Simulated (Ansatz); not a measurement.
# C₂H₆FGaS: a ladder of functionals and wavefunction methods

How much do the methods differ for C₂H₆FGaS? The plan is to run it at one geometry with functionals of several rungs and with coupled cluster, and see how far each lands from CCSD(T) at the basis-set limit for the atomisation energy.

Method: functionals in def2-TZVPP, the program's frozen cores in correlated methods; program: Ansatz 0.2.0, Gaussian basis.

The runs, in order: LDA (SPW92), PBE-D4, revPBE-D4, BLYP-D4, r2SCAN-D4, B97M-V, PBE0-D4, B3LYP-D4, r2SCANh-D4, r2SCAN0-D4, HSE06-D4, BHLYP-D4, CAM-B3LYP-D4, LC-ωPBE, ωB97X-V, ωB97M-V, B2PLYP, PBE-QIDH; CCSD(T)/def2-SVP; CCSD(T)/def2-TZVPP; MP2/def2-QZVPP; extrapolation to the limit; RPA on PBE.

### 1 Structure used throughout

An earlier PBE0-D4 in a triple-zeta def2 set relaxation fixed the geometry.

11 atoms, charge 0, spin multiplicity 1.

Atoms are counted from 1 here; the program's logs count them from 0.

Bond lengths: C1–C2 1.523 Å, C1–H6 1.093 Å, C1–H7 1.093 Å, C1–H8 1.093 Å, C2–Ga3 1.959 Å, C2–H9 1.094 Å, C2–H10 1.094 Å, Ga3–F4 1.759 Å, Ga3–S5 2.195 Å, S5–H11 1.344 Å. Angles: C2–C1–H6 111.2°, C2–C1–H7 111.8°, C2–C1–H8 111.8°, H6–C1–H7 107.2°, H6–C1–H8 107.2°, H7–C1–H8 107.3°, C1–C2–Ga3 114.5°, C1–C2–H9 111.4°, C1–C2–H10 111.4°, Ga3–C2–H9 106.5°, Ga3–C2–H10 106.6°, H9–C2–H10 105.9°, C2–Ga3–F4 119.5°, C2–Ga3–S5 129.1°, F4–Ga3–S5 111.4°, Ga3–S5–H11 92.9°.

Coordinates:

```mol
C2H6FGaS
  3D, bonds by distance, orders not assigned

 11 10  0  0  0  0  0  0  0  0999 V2000
   -0.6911   -0.3334    1.1741 C   0  0
    0.4722    0.5148    0.6782 C   0  0
    0.8001    0.3977   -1.2492 Ga  0  0
    2.0956    1.3464   -1.9682 F   0  0
   -0.2506   -0.7973   -2.7605 S   0  0
   -0.8257   -0.2285    2.2542 H   0  0
   -0.5353   -1.3957    0.9700 H   0  0
   -1.6338   -0.0457    0.7018 H   0  0
    0.3187    1.5744    0.9041 H   0  0
    1.4083    0.2362    1.1717 H   0  0
   -1.0930   -1.3256   -1.8556 H   0  0
  1  2  8  0
  2  3  8  0
  3  4  8  0
  3  5  8  0
  1  6  8  0
  1  7  8  0
  1  8  8  0
  2  9  8  0
  2 10  8  0
  5 11  8  0
M  END
```

### 2 LDA

This LDA is Slater exchange with PW92 correlation.

in.yaml reads:

```yaml
crystal:
  periodic: [false, false, false]
  atoms:
    - {symbol: C, position_ang: [-0.691124, -0.333385, 1.174135]}
    - {symbol: C, position_ang: [0.472206, 0.514809, 0.678212]}
    - {symbol: Ga, position_ang: [0.800098, 0.397696, -1.249217]}
    - {symbol: F, position_ang: [2.095601, 1.346387, -1.968155]}
    - {symbol: S, position_ang: [-0.250615, -0.797340, -2.760524]}
    - {symbol: H, position_ang: [-0.825675, -0.228496, 2.254200]}
    - {symbol: H, position_ang: [-0.535295, -1.395737, 0.969971]}
    - {symbol: H, position_ang: [-1.633800, -0.045728, 0.701795]}
    - {symbol: H, position_ang: [0.318710, 1.574358, 0.904075]}
    - {symbol: H, position_ang: [1.408250, 0.236181, 1.171684]}
    - {symbol: H, position_ang: [-1.092955, -1.325646, -1.855576]}
basis:
  gaussian: {orbitals: def2-TZVPP}
hamiltonian: {xc: lda}
output: {orbitals: {seedname: orbitals}}
```

Launch:

```console
ansatz run in.yaml --threads 4 --pin off --events-out ev --progress --plain --max-ram 10444MiB
```

After this run come: PBE-D4 (GGA); revPBE-D4 (GGA); BLYP-D4 (GGA); r2SCAN-D4 (meta-GGA); B97M-V (meta-GGA); B3LYP-D4 (hybrid); r2SCANh-D4 (hybrid); r2SCAN0-D4 (hybrid); HSE06-D4 (hybrid); BHLYP-D4 (hybrid); CAM-B3LYP-D4 (range-separated); LC-ωPBE (range-separated); ωB97X-V (range-separated); ωB97M-V (range-separated); B2PLYP (double hybrid); PBE-QIDH (double hybrid); CCSD(T) in def2-SVP; CCSD(T) in def2-TZVPP; MP2 in def2-QZVPP; RPA on PBE orbitals.

Before running them: what should the planned runs give, taken together? Wanted: atomisation energy, CCSD(T)/CBS; farthest beyond LDA; mean size of error, GGA; mean size of error, meta-GGA; mean size of error, hybrid; mean size of error, range-separated; mean size of error, double hybrid; gap, smallest and largest; T1 diagnostic.

**Answer**, as computed:

| quantity | value |
| --- | --- |
| atomisation energy, CCSD(T)/CBS | 3935.9 kJ/mol |
| functionals within 39.4 kJ/mol (1.0 %) | r2SCAN-D4, B97M-V, PBE0-D4, B3LYP-D4, r2SCANh-D4, HSE06-D4, CAM-B3LYP-D4, LC-ωPBE, ωB97X-V, ωB97M-V, PBE-QIDH |
| farthest beyond LDA | BHLYP-D4 (-130.2 kJ/mol) |
| mean size of error, GGA | 49.3 kJ/mol |
| mean size of error, meta-GGA | 3.5 kJ/mol |
| mean size of error, hybrid | 41.7 kJ/mol |
| mean size of error, range-separated | 10.8 kJ/mol |
| mean size of error, double hybrid | 40.5 kJ/mol |
| gap, smallest and largest | 4.97 eV (LDA (SPW92)), 11.93 eV (LC-ωPBE) |
| T1 diagnostic | 0.0125 |
| triples share of the correlation energy | 3.8 % |

In words: The LDA atomisation energy is off by 533.0 kJ/mol (14 %): it overbinds. PBE-D4 is off by +45.3 kJ/mol. Double hybrids carry the basis error of their MP2 part in triple zeta, and no dispersion term here, so their miss is partly the set-up's. The rungs meta-GGA, range-separated miss on average by less than the doubt on the reference (39.4 kJ/mol), so they tie. The reference freezes the cores and leaves out relativity and excitations past (T), and its outer-core shells are covered unevenly, so misses under about 39.4 kJ/mol can't be ranked. Hartree-Fock recovers 74 % of the binding; the rest is correlation. CCSD(T) in def2-SVP is off by -201.5 kJ/mol, worse than the median functional, from the basis alone. The gap grows from 5.0 to 11.9 eV across the functionals, mostly with the share of exact exchange. Correlated methods include outer-core shells of Ga, which these sets cover unevenly.
